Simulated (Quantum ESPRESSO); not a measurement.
## C: relaxation of the atoms with LDA

Sheet: C, a sheet with vacuum.

```
C
1.0
     2.55944    0.00000    0.00000
    -1.27972    2.21654    0.00000
     0.00000    0.00000   16.00000
C
2
Cartesian
  0.0000 0.0000 8.0000
  0.0000 1.4777 8.0000
```

The cell was built by a generator and needn't be a form met in nature.

```
Program                     : Quantum ESPRESSO 7.5
Task                        : relaxation of the atoms
Functional                  : LDA
Potentials or basis         : PseudoDojo 0.4.1 SR LDA standard
Cutoff                      : 1116 eV
Density cutoff              : 4463 eV
k mesh                      : 18 × 18 × 1
Occupations                 : cold, width 0.1 eV
Spin                        : no spin polarisation
Form of the LDA correlation : PW92
Mixing beta                 : 0.5
Most SCF iterations         : 120
SCF threshold               : 4e-10 Ry
Most ionic steps            : 40
Forc conv thr               : 0.0004 Ry/bohr
Etot conv thr               : 1e-05 Ry
Ion dynamics                : bfgs
```

```
Band gap on the k mesh : none (metal or under the smearing width)
```

Final structure:
```
CELL_PARAMETERS angstrom
2.55944 0.00000 0.00000
-1.27972 2.21654 0.00000
0.00000 0.00000 16.00000
ATOMIC_POSITIONS crystal
C 0.00000 0.00000 0.50000
C 0.33333 0.66667 0.50000
```

Levels at points of the mesh, in eV from the Fermi level:
| k point | band 2 | band 3 | band 4 | band 5 | band 6 | band 7 |
| --- | --- | --- | --- | --- | --- | --- |
| (0.00, 0.00, 0.00) | -6.94 | -3.06 | -3.06 | 3.72 | 4.71 | 5.19 |
| (0.00, -0.50, 0.00) | -12.49 | -6.12 | -2.16 | 1.57 | 6.42 | 10.95 |

Run time: 46 s on 1 thread of Intel(R) Xeon(R) Platinum 8375C CPU @ 2.90GHz (Ice Lake) (shared host), peak memory 0.11 GiB.

Caveat: the relaxation stopped at its first step, so nothing moved.
